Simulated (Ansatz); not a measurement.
# C4H8O3: small, medium and large basis sets

How large a basis does C4H8O3 need? Two functionals are run in growing sets.

The runs use Ansatz 0.2.0, Gaussian basis; one geometry, several basis sets.

Plan: PBE0-D4/def2-SVP; ωB97M-V/def2-SVP; PBE0-D4/def2-QZVPP; ωB97M-V/def2-QZVPP; the functionals' def2-TZVPP values are taken from earlier runs.

## Step 1: The relaxed structure

All runs share one geometry, relaxed beforehand with PBE0-D4 in a triple-zeta def2 set.

SMILES `COC1OCCO1`, 15 atoms, charge 0, spin multiplicity 1.

Atoms are counted from 1 here; the program's logs count them from 0.

Bond lengths: C1–O2 1.408 Å, C1–H8 1.089 Å, C1–H9 1.098 Å, C1–H10 1.094 Å, O2–C3 1.391 Å, C3–O4 1.394 Å, C3–O7 1.375 Å, C3–H11 1.096 Å, O4–C5 1.420 Å, C5–C6 1.536 Å, C5–H12 1.091 Å, C5–H13 1.093 Å, C6–O7 1.420 Å, C6–H14 1.090 Å, C6–H15 1.093 Å. Angles: O2–C1–H8 107.0°, O2–C1–H9 111.1°, O2–C1–H10 111.6°, H8–C1–H9 108.8°, H8–C1–H10 109.5°, H9–C1–H10 108.7°, C1–O2–C3 113.1°, O2–C3–O4 112.0°, O2–C3–O7 108.3°, O2–C3–H11 110.9°, O4–C3–O7 107.0°, O4–C3–H11 108.3°, O7–C3–H11 110.3°, C3–O4–C5 106.5°, O4–C5–C6 104.1°, O4–C5–H12 107.9°, O4–C5–H13 110.7°, C6–C5–H12 113.2° and more.

## Step 2: PBE0-D4 in def2-SVP

in.yaml

```yaml
crystal:
  periodic: [false, false, false]
  atoms:
    - {symbol: C, position_ang: [0.466009, -1.427494, 1.735019]}
    - {symbol: O, position_ang: [-0.169650, -1.204268, 0.498149]}
    - {symbol: C, position_ang: [0.611447, -0.476472, -0.394228]}
    - {symbol: O, position_ang: [0.813469, 0.833617, 0.037234]}
    - {symbol: C, position_ang: [-0.309130, 1.581776, -0.406531]}
    - {symbol: C, position_ang: [-0.942461, 0.699076, -1.492646]}
    - {symbol: O, position_ang: [-0.056655, -0.406013, -1.594335]}
    - {symbol: H, position_ang: [-0.198704, -2.055788, 2.326337]}
    - {symbol: H, position_ang: [1.421771, -1.951093, 1.599985]}
    - {symbol: H, position_ang: [0.651459, -0.489783, 2.267894]}
    - {symbol: H, position_ang: [1.591117, -0.949354, -0.531370]}
    - {symbol: H, position_ang: [0.053881, 2.537415, -0.787962]}
    - {symbol: H, position_ang: [-1.001270, 1.765918, 0.419557]}
    - {symbol: H, position_ang: [-0.989166, 1.182115, -2.469071]}
    - {symbol: H, position_ang: [-1.942106, 0.360349, -1.208041]}
basis:
  gaussian: {orbitals: def2-SVP}
hamiltonian: {xc: pbe0, dispersion: d4}
output: {orbitals: {seedname: orbitals}}
```

Started as:

```
> ansatz run in.yaml --threads 2 --pin off --events-out ev --progress --plain --max-ram 22528MiB --backend cpu
```

The runs that follow: ωB97M-V in def2-SVP; PBE0-D4 in def2-QZVPP; ωB97M-V in def2-QZVPP.

Q: Predict the results of all the runs planned. Wanted: PBE0-D4: double and triple zeta above quadruple; ωB97M-V: double and triple zeta above quadruple.

As calculated:

```
                                       quantity           value
PBE0-D4: double and triple zeta above quadruple  12.50, 0.57 eV
ωB97M-V: double and triple zeta above quadruple  12.88, 0.55 eV
```

For PBE0-D4 the step from double to triple zeta gains 11.93 eV and the next only 0.57 eV. These are total energies; as a rule much of such shifts cancels in differences, which this series doesn't test. The LUMO of ωB97M-V is positive and keeps falling with the basis (3.57 to 1.93 eV): an unbound level that the basis holds in place.
